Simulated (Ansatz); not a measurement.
# AlFH5NOSi2: two geometries relaxed

Aim: relax the geometries before and after the inversion of the pyramid at N1, and see whether they are two minima and how far apart in energy. SMILES of the start: [NH2][Al]([F])[SiH]1O[SiH2]1.

All numbers below are computed with Ansatz 0.2.0 (RKS B3LYP-D4/def2-SVP).

**1. The system as given**

Bond lengths: N1–Al2 1.909 Å, Al2–F3 1.769 Å, Al2–Si4 2.358 Å, Si4–O5 1.786 Å, Si4–Si6 2.217 Å, O5–Si6 1.711 Å, N1–H7 1.075 Å, N1–H8 1.061 Å, Si4–H9 1.509 Å, Si6–H10 1.447 Å, Si6–H11 1.471 Å. Angles (14 of 19 angles, heavy atoms first): N1–Al2–F3 118.2°, N1–Al2–Si4 123.1°, F3–Al2–Si4 118.6°, Al2–Si4–O5 107.0°, Al2–Si4–Si6 115.9°, O5–Si4–Si6 49.2°, Si4–O5–Si6 78.7°, Si4–Si6–O5 52.2°, Al2–N1–H7 103.3°, Al2–N1–H8 103.9°, Al2–Si4–H9 123.9°, O5–Si4–H9 107.5°, Si6–Si4–H9 120.2°, Si4–Si6–H10 117.1°.

As a file:

```xyz
11

N    -0.4763   -2.4185    0.8980
Al    0.6147   -0.9134    1.3331
F     2.0023   -1.1672    2.4013
Si    0.2597    1.2371    0.4338
O    -1.1236    1.1133   -0.6891
Si    0.1731    1.3594   -1.7783
H    -1.4638   -2.0961    1.1765
H    -0.4864   -2.4278   -0.1625
H     0.0542    2.4756    1.2703
H     0.0973    2.6805   -2.3636
H     0.4141    0.1001   -2.4989
```

**2. End point A**

Input file input.yaml:

```yaml
crystal:
  periodic: [false, false, false]
  atoms:
    - { symbol: "N", position_ang: [-0.4763, -2.4185, 0.898] }
    - { symbol: Al, position_ang: [0.6147, -0.9134, 1.3331] }
    - { symbol: F, position_ang: [2.0023, -1.1672, 2.4013] }
    - { symbol: Si, position_ang: [0.2597, 1.2371, 0.4338] }
    - { symbol: O, position_ang: [-1.1236, 1.1133, -0.6891] }
    - { symbol: Si, position_ang: [0.1731, 1.3594, -1.7783] }
    - { symbol: H, position_ang: [-1.4638, -2.0961, 1.1765] }
    - { symbol: H, position_ang: [-0.4864, -2.4278, -0.1625] }
    - { symbol: H, position_ang: [0.0542, 2.4756, 1.2703] }
    - { symbol: H, position_ang: [0.0973, 2.6805, -2.3636] }
    - { symbol: H, position_ang: [0.4141, 0.1001, -2.4989] }
basis:
  gaussian: { orbitals: def2-SVP }
hamiltonian:
  xc: b3lyp
  dispersion: d4
relax:
  f_tol: 0.015
  max_steps: 40
```

The run is started by

```
$ ansatz run input.yaml --threads 2 --pin off --max-ram 3072MiB --backend cpu --events-out ev --progress --plain --runs-dir out
```

Log (excerpt; [...] marks lines left out):

```text
Warning: RAYON_NUM_THREADS=2 ignored (pool sized by the plan → 2); use --threads N
[...]
Functional definition: B3LYP
[...]
1220 factors; integrals over basis functions are off by at most 3.3e-4 eV
[...]
mean field -28679.56191219 eV, -1053.9544605677 hartree, gradient 2.9e-5 eV, S^2 0.000000; 0 other end points of the search recorded, 0 dependent functions left out
[...]
reference -28679.56221079 eV, -1053.9544715412 hartree; 35, 35 occupied and 86, 86 virtual orbitals, 1220 factors
relax step   1: F+E_penalty+E_count = -28680.00394320 eV  Δ(F+E_penalty+E_count) = +0.000e0 eV  max|allowed force component| = 2.100e0 eV/Å  Δτ_max = 0.0000 Å  (28 SCF iters, accepted)
[...]
relax step   3: F+E_penalty+E_count = -28680.52728198 eV  Δ(F+E_penalty+E_count) = -9.421e-2 eV  max|allowed force component| = 1.005e0 eV/Å  Δτ_max = 0.1931 Å  (30 SCF iters, accepted)
[...]
relax step   5: F+E_penalty+E_count = -28680.62228433 eV  Δ(F+E_penalty+E_count) = -4.613e-2 eV  max|allowed force component| = 5.261e-1 eV/Å  Δτ_max = 0.2000 Å  (29 SCF iters, accepted)
[...]
relax step   7: F+E_penalty+E_count = -28680.70735921 eV  Δ(F+E_penalty+E_count) = -3.497e-2 eV  max|allowed force component| = 1.092e0 eV/Å  Δτ_max = 0.1900 Å  (28 SCF iters, accepted)
[...]
relax step   9: F+E_penalty+E_count = -28680.86026227 eV  Δ(F+E_penalty+E_count) = -7.115e-2 eV  max|allowed force component| = 9.881e-1 eV/Å  Δτ_max = 0.1930 Å  (30 SCF iters, accepted)
[...]
relax step  10: F+E_penalty+E_count = -28680.91527376 eV  Δ(F+E_penalty+E_count) = -5.501e-2 eV  max|allowed force component| = 1.295e0 eV/Å  Δτ_max = 0.1947 Å  (29 SCF iters, accepted)
[...]
1220 factors; integrals over basis functions are off by at most 5.0e-4 eV
mean field -28680.53571333 eV, -1053.9902470996 hartree, gradient 1.1e-5 eV, S^2 0.000000; 0 other end points of the search recorded, 0 dependent functions left out
[...]
reference -28680.53602040 eV, -1053.9902583843 hartree; 35, 35 occupied and 86, 86 virtual orbitals, 1220 factors
```

**3. The output, continued: end point A relaxed**

Output, continued (excerpt; [...] marks lines left out):

```text
relax step  11: F+E_penalty+E_count = -28680.97738727 eV  Δ(F+E_penalty+E_count) = -6.211e-2 eV  max|allowed force component| = 2.653e-1 eV/Å  Δτ_max = 0.2000 Å  (29 SCF iters, accepted)
[...]
relax step  17: F+E_penalty+E_count = -28681.01061120 eV  Δ(F+E_penalty+E_count) = -6.445e-4 eV  max|allowed force component| = 4.278e-2 eV/Å  Δτ_max = 0.0156 Å  (24 SCF iters, accepted)
[...]
relax step  18: F+E_penalty+E_count = -28681.01072544 eV  Δ(F+E_penalty+E_count) = -1.142e-4 eV  max|allowed force component| = 9.689e-3 eV/Å  Δτ_max = 0.0069 Å  (24 SCF iters, accepted)
1220 factors; integrals over basis functions are off by at most 4.4e-4 eV
mean field -28680.56759012 eV, -1053.9914185500 hartree, gradient 2.5e-5 eV, S^2 0.000000; 1 other end points of the search recorded, 0 dependent functions left out
[...]
Atom 1 at     0.621843    -0.941827     1.384378 Å, force     0.000267     0.002875     0.002028 eV/Å
Atom 2 at     1.839802    -1.312124     2.465216 Å, force     0.001001    -0.000156     0.002241 eV/Å
Atom 3 at     0.297756     1.256322     0.434750 Å, force    -0.002179    -0.000027     0.000568 eV/Å
Atom 4 at    -1.136465     1.212362    -0.572481 Å, force     0.008438     0.001661    -0.006167 eV/Å
Atom 5 at     0.051704     1.491899    -1.773670 Å, force    -0.008017    -0.009689     0.002966 eV/Å
Atom 6 at    -1.222901    -2.022364     0.168809 Å, force     0.000494    -0.002117    -0.000478 eV/Å
Atom 7 at    -0.434795    -3.196293     1.056779 Å, force     0.000439    -0.002512    -0.000751 eV/Å
Atom 8 at     0.373931     2.484695     1.281684 Å, force     0.001912     0.001406    -0.001286 eV/Å
Atom 9 at    -0.072992     2.800692    -2.470150 Å, force     0.001695     0.004657    -0.001570 eV/Å
Atom 10 at     0.198386     0.382886    -2.757153 Å, force    -0.002251     0.004577     0.004151 eV/Å
Dipole moment:    -0.056538    -0.164284    -0.211607 e Å
```

Run time: 54 s. Hardware: 2 threads of Intel Xeon Platinum 8488C (Sapphire Rapids), shared host; peak memory 0.32 GiB.

The steps of the relaxation:

| step | energy from step 1 (eV) | largest force component (eV/Å) |
| --- | --- | --- |
| 1 | 0.0000 | 2.1001 |
| 2 | -0.4291 | 1.2848 |
| 3 | -0.5233 | 1.0046 |
| 4 | -0.5722 | 0.4392 |
| 5 | -0.6183 | 0.5261 |
| 6 | -0.6684 | 0.3862 |
| 7 | -0.7034 | 1.0918 |
| 8 | -0.7852 | 0.7115 |
| 9 | -0.8563 | 0.9881 |
| 10 | -0.9113 | 1.2946 |
| 11 | -0.9734 | 0.2653 |
| 12 | -0.9740 | 0.4977 |
| 13 | -0.9954 | 0.2781 |
| 14 | -1.0050 | 0.1039 |
| 15 | -1.0057 | 0.0880 |
| 16 | -1.0060 | 0.1399 |
| 17 | -1.0067 | 0.0428 |
| 18 | -1.0068 | 0.0097 |

Step 1 is the start.

After: Bond lengths: N1–Al2 1.762 Å, Al2–F3 1.670 Å, Al2–Si4 2.416 Å, Si4–O5 1.753 Å, Si4–Si6 2.235 Å, O5–Si6 1.713 Å, N1–H7 1.017 Å, N1–H8 1.016 Å, Si4–H9 1.494 Å, Si6–H10 1.488 Å, Si6–H11 1.490 Å. Angles (14 of 19 angles, heavy atoms first): N1–Al2–F3 119.8°, N1–Al2–Si4 116.4°, F3–Al2–Si4 123.6°, Al2–Si4–O5 108.2°, Al2–Si4–Si6 119.9°, O5–Si4–Si6 49.1°, Si4–O5–Si6 80.3°, Si4–Si6–O5 50.7°, Al2–N1–H7 122.2°, Al2–N1–H8 127.3°, Al2–Si4–H9 121.2°, O5–Si4–H9 112.8°, Si6–Si4–H9 118.6°, Si4–Si6–H10 124.4°.

**4. End point B**

The second end starts from a geometry with the move made by hand.

input.yaml, as its differences from that of step 2:

```diff
@@ -9,4 +9,4 @@
     - { symbol: Si, position_ang: [0.1731, 1.3594, -1.7783] }
-    - { symbol: H, position_ang: [-1.4638, -2.0961, 1.1765] }
-    - { symbol: H, position_ang: [-0.4864, -2.4278, -0.1625] }
+    - { symbol: H, position_ang: [-0.73521, -2.82202, 1.8607] }
+    - { symbol: H, position_ang: [0.20708, -3.11874, 0.48873] }
     - { symbol: H, position_ang: [0.0542, 2.4756, 1.2703] }
```

The run is started by

```
$ ansatz run input.yaml --threads 2 --pin off --max-ram 3072MiB --backend cpu --events-out ev --progress --plain --runs-dir out
```

Log (excerpt; [...] marks lines left out):

```text
Warning: RAYON_NUM_THREADS=2 ignored (pool sized by the plan → 2); use --threads N
[...]
[... 1 set-up line as earlier in the session ...]
[...]
1219 factors; integrals over basis functions are off by at most 3.4e-4 eV
[...]
mean field -28679.57475878 eV, -1053.9549326713 hartree, gradient 2.1e-5 eV, S^2 0.000000; 0 other end points of the search recorded, 0 dependent functions left out
[...]
reference -28679.57506337 eV, -1053.9549438648 hartree; 35, 35 occupied and 86, 86 virtual orbitals, 1219 factors
relax step   1: F+E_penalty+E_count = -28680.01077108 eV  Δ(F+E_penalty+E_count) = +0.000e0 eV  max|allowed force component| = 1.834e0 eV/Å  Δτ_max = 0.0000 Å  (29 SCF iters, accepted)
[...]
relax step   4: F+E_penalty+E_count = -28680.58320356 eV  Δ(F+E_penalty+E_count) = -4.923e-2 eV  max|allowed force component| = 5.071e-1 eV/Å  Δτ_max = 0.0630 Å  (30 SCF iters, accepted)
[...]
relax step   7: F+E_penalty+E_count = -28680.71862270 eV  Δ(F+E_penalty+E_count) = -5.129e-2 eV  max|allowed force component| = 3.389e-1 eV/Å  Δτ_max = 0.2000 Å  (30 SCF iters, accepted)
[...]
relax step  10: F+E_penalty+E_count = -28680.93687251 eV  Δ(F+E_penalty+E_count) = -7.089e-2 eV  max|allowed force component| = 4.612e-1 eV/Å  Δτ_max = 0.2000 Å  (28 SCF iters, accepted)
[...]
relax step  12: F+E_penalty+E_count = -28680.99347973 eV  Δ(F+E_penalty+E_count) = -1.323e-2 eV  max|allowed force component| = 1.231e-1 eV/Å  Δτ_max = 0.1180 Å  (29 SCF iters, accepted)
[...]
relax step  13: F+E_penalty+E_count = -28680.96769228 eV  Δ(F+E_penalty+E_count) = +2.579e-2 eV  max|allowed force component| = 1.021e0 eV/Å  Δτ_max = 0.1986 Å  (29 SCF iters, rejected (line search))
[...]
1219 factors; integrals over basis functions are off by at most 3.0e-4 eV
mean field -28680.56682027 eV, -1053.9913902584 hartree, gradient 7.1e-5 eV, S^2 0.000000; 0 other end points of the search recorded, 0 dependent functions left out
[...]
reference -28680.56713080 eV, -1053.9914016704 hartree; 35, 35 occupied and 86, 86 virtual orbitals, 1219 factors
```

**5. The output, continued: end point B relaxed**

The log, continued (excerpt; [...] marks lines left out):

```text
relax step  14: F+E_penalty+E_count = -28680.99783849 eV  Δ(F+E_penalty+E_count) = -4.359e-3 eV  max|allowed force component| = 9.940e-2 eV/Å  Δτ_max = 0.0993 Å  (26 SCF iters, accepted)
[...]
relax step  16: F+E_penalty+E_count = -28681.00726254 eV  Δ(F+E_penalty+E_count) = -2.880e-3 eV  max|allowed force component| = 1.178e-1 eV/Å  Δτ_max = 0.1397 Å  (29 SCF iters, accepted)
[...]
relax step  18: F+E_penalty+E_count = -28681.00991267 eV  Δ(F+E_penalty+E_count) = -1.432e-3 eV  max|allowed force component| = 2.519e-2 eV/Å  Δτ_max = 0.0493 Å  (26 SCF iters, accepted)
[...]
relax step  20: F+E_penalty+E_count = -28681.01077143 eV  Δ(F+E_penalty+E_count) = -3.142e-4 eV  max|allowed force component| = 2.680e-2 eV/Å  Δτ_max = 0.0563 Å  (29 SCF iters, accepted)
[...]
Atom 1 at     0.846513    -0.958114     1.532085 Å, force    -0.004574    -0.000760    -0.003887 eV/Å
Atom 2 at     2.095550    -1.167799     2.620524 Å, force     0.002428    -0.001417     0.002695 eV/Å
Atom 3 at     0.321116     1.164533     0.502740 Å, force    -0.005060     0.002289    -0.002342 eV/Å
Atom 4 at    -1.126630     0.972477    -0.466945 Å, force     0.013521     0.001779    -0.005405 eV/Å
Atom 5 at     0.010736     1.292149    -1.706805 Å, force    -0.006499    -0.003095     0.009925 eV/Å
Atom 6 at    -0.888010    -2.260701     0.370477 Å, force    -0.000707    -0.002291    -0.000076 eV/Å
Atom 7 at     0.013322    -3.315390     1.298811 Å, force     0.001083    -0.000860     0.000908 eV/Å
Atom 8 at     0.321966     2.429317     1.298239 Å, force     0.000213    -0.002266    -0.001963 eV/Å
Atom 9 at    -0.226172     2.560243    -2.448737 Å, force     0.000172    -0.002079    -0.000202 eV/Å
Atom 10 at     0.218496     0.158871    -2.650514 Å, force    -0.001528     0.002886     0.001048 eV/Å
Dipole moment:    -0.041305    -0.184615    -0.211176 e Å
```

Wall time 66 s (2 threads of Intel Xeon Platinum 8488C (Sapphire Rapids), shared host); peak memory 0.32 GiB.

Step by step:

| step | energy from step 1 (eV) | largest force component (eV/Å) |
| --- | --- | --- |
| 1 | 0.0000 | 1.8341 |
| 2 | -0.4297 | 1.1265 |
| 3 | -0.5232 | 0.8096 |
| 4 | -0.5724 | 0.5071 |
| 5 | -0.6187 | 0.3400 |
| 6 | -0.6566 | 0.2041 |
| 7 | -0.7079 | 0.3389 |
| 8 | -0.7476 | 1.3726 |
| 9 | -0.8552 | 0.7448 |
| 10 | -0.9261 | 0.4612 |
| 11 | -0.9695 | 0.2465 |
| 12 | -0.9827 | 0.1231 |
| 13x | -0.9569 | 1.0213 |
| 14 | -0.9871 | 0.0994 |
| 15 | -0.9936 | 0.0643 |
| 16 | -0.9965 | 0.1178 |
| 17 | -0.9977 | 0.1345 |
| 18 | -0.9991 | 0.0252 |
| 19 | -0.9997 | 0.0211 |
| 20 | -1.0000 | 0.0268 |
| 21 | -1.0001 | 0.0196 |
| 22 | -1.0001 | 0.0135 |

Step 1 is the start. 1 step was tried and not accepted (13; marked x where the table lists them).

After: Bond lengths: N1–Al2 1.763 Å, Al2–F3 1.670 Å, Al2–Si4 2.417 Å, Si4–O5 1.753 Å, Si4–Si6 2.235 Å, O5–Si6 1.713 Å, N1–H7 1.017 Å, N1–H8 1.016 Å, Si4–H9 1.494 Å, Si6–H10 1.488 Å, Si6–H11 1.489 Å. Angles (14 of 19 angles, heavy atoms first): N1–Al2–F3 119.8°, N1–Al2–Si4 116.7°, F3–Al2–Si4 123.4°, Al2–Si4–O5 108.6°, Al2–Si4–Si6 120.1°, O5–Si4–Si6 49.1°, Si4–O5–Si6 80.3°, Si4–Si6–O5 50.6°, Al2–N1–H7 122.3°, Al2–N1–H8 127.2°, Al2–Si4–H9 121.1°, O5–Si4–H9 112.8°, Si6–Si4–H9 118.6°, Si4–Si6–H10 124.3°.

**6. What came out**

| quantity | value |
| --- | --- |
| end A | 17 moves, 1.007 eV lower |
| end B | 20 moves, 1.000 eV lower |
| largest difference between the ends | 0.03 Å |
| end B relative to end A | -0.000 eV |

Both starts fell into the same minimum (no atom differs by more than 0.03 Å), so from this start no second minimum was found and no band was run; another arrangement could still be one.
